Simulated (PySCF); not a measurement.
# C6H5Br (bromobenzene): the cost of one run

Programs: PySCF 2.14.0, with routines of our own; each step states its level. All values are computed. Atoms count from 0.

## 1. The system as given

12 atoms, charge 0, multiplicity 1; geometry from: GFN2-xTB.

## 2. Optimising the geometry at PBE0-D3(BJ)/def2-SVP

The job: settings as JSON, then the geometry in Å.

```
{"job": {"xc": "PBE0", "basis": "def2-SVP", "d3": "d3bj", "grid": 2, "kind": "geom"}, "charge": 0, "multiplicity": 1}
Br     3.120775    -0.747869     0.014494
C      1.264809    -0.302178     0.004286
C      0.887695     1.029354    -0.001442
C     -0.460249     1.343508    -0.008376
C     -1.412440     0.337748    -0.009263
C     -1.018313    -0.989970    -0.003711
C      0.326056    -1.319105     0.002899
H      1.635551     1.807155    -0.000268
H     -0.763784     2.379481    -0.013063
H     -2.462469     0.587813    -0.014099
H     -1.758506    -1.775603    -0.004484
H      0.642074    -2.351019     0.006998
```

Started as:

```console
$ OMP_NUM_THREADS=1 python excited_run.py task.json out
```

The driver reads the jobs from task.json and runs them one after another.

Q: Estimate the wall time and peak memory of this first job on 1 thread of Arm Neoverse V1, shared host.

About 49 s, with a peak of 0.71 GiB.
